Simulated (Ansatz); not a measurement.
**CdClH₂N: up Jacob's ladder to CCSD(T)**

One table from this session's results is given with a row withheld; the runs are named, their logs left out.

Program: Ansatz 0.2.0, Gaussian basis. Level of theory: functionals in def2-TZVPP, the program's frozen cores in correlated methods. These are calculated values, not measurements.

The runs, in order: LDA (SPW92), PBE-D4, revPBE-D4, BLYP-D4, r2SCAN-D4, B97M-V, PBE0-D4, B3LYP-D4, r2SCANh-D4, r2SCAN0-D4, HSE06-D4, BHLYP-D4, CAM-B3LYP-D4, LC-ωPBE, ωB97X-V, ωB97M-V, B2PLYP, PBE-QIDH; CCSD(T)/def2-SVP; CCSD(T)/def2-TZVPP; CCSD(T)/def2-QZVPP; extrapolation to the limit; RPA on PBE.

## Structure used throughout

An earlier PBE0-D4 in a triple-zeta def2 set relaxation fixed the geometry. Cd takes the def2 core potential; no spin-orbit term is included.

SMILES `[NH2][Cd][Cl]`, 5 atoms, charge 0, spin multiplicity 1.

Atoms are counted from 1 here; the program's logs count them from 0.

Bond lengths: N1–Cd2 2.008 Å, N1–H4 1.014 Å, N1–H5 1.014 Å, Cd2–Cl3 2.274 Å. Angles: Cd2–N1–H4 111.4°, Cd2–N1–H5 111.4°, H4–N1–H5 106.2°, N1–Cd2–Cl3 175.1°.

Set-up of the first run:

in.yaml reads:

```yaml
crystal:
  periodic: [false, false, false]
  atoms:
    - {symbol: N, position_ang: [-0.339447, 0.982697, -0.376961]}
    - {symbol: Cd, position_ang: [0.540811, -0.726950, 0.199870]}
    - {symbol: Cl, position_ang: [1.704396, -2.590252, 0.788717]}
    - {symbol: H, position_ang: [-1.071103, 0.809972, -1.057668]}
    - {symbol: H, position_ang: [-0.784757, 1.450833, 0.404741]}
basis:
  gaussian: {orbitals: def2-TZVPP}
hamiltonian: {xc: lda}
output: {orbitals: {seedname: orbitals}}
```

On the command line:

```sh
ansatz run in.yaml --threads 2 --pin off --events-out ev --progress --plain --max-ram 20480MiB --backend cpu
```

Steps of the session up to this table: LDA; PBE-D4 (GGA); revPBE-D4 (GGA); BLYP-D4 (GGA); r2SCAN-D4 (meta-GGA); B97M-V (meta-GGA); B3LYP-D4 (hybrid); r2SCANh-D4 (hybrid); r2SCAN0-D4 (hybrid); HSE06-D4 (hybrid); BHLYP-D4 (hybrid); CAM-B3LYP-D4 (range-separated); LC-ωPBE (range-separated); ωB97X-V (range-separated); ωB97M-V (range-separated); B2PLYP (double hybrid); PBE-QIDH (double hybrid).

One table of the session follows, with a row left open; its other results are not shown here.

It belongs to the step «Orbital energies across the functionals». 

```
  functional  HOMO (eV)  LUMO (eV)  gap (eV)
 LDA (SPW92)          ?          ?         ?
      PBE-D4      -6.08      -2.20      3.88
   revPBE-D4      -6.00      -2.09      3.90
     BLYP-D4      -5.96      -2.18      3.78
   r2SCAN-D4      -6.34      -1.93      4.41
      B97M-V      -6.37      -2.10      4.27
     PBE0-D4      -7.39      -1.34      6.06
    B3LYP-D4      -7.17      -1.67      5.51
  r2SCANh-D4      -6.84      -1.62      5.21
  r2SCAN0-D4      -7.59      -1.18      6.41
    HSE06-D4      -6.99      -1.70      5.29
    BHLYP-D4      -8.62      -0.61      8.01
CAM-B3LYP-D4      -8.80      -0.48      8.32
     LC-ωPBE     -10.16       0.79     10.95
     ωB97X-V      -9.79       0.60     10.39
     ωB97M-V      -9.70       0.34     10.04
```

Q: Estimate the row for LDA (SPW92) from the others.

As computed: HOMO (eV): -6.30; LUMO (eV): -2.45; gap (eV): 3.85. In the column «HOMO (eV)» it lies between r2SCAN-D4 (-6.34) and PBE-D4 (-6.08).
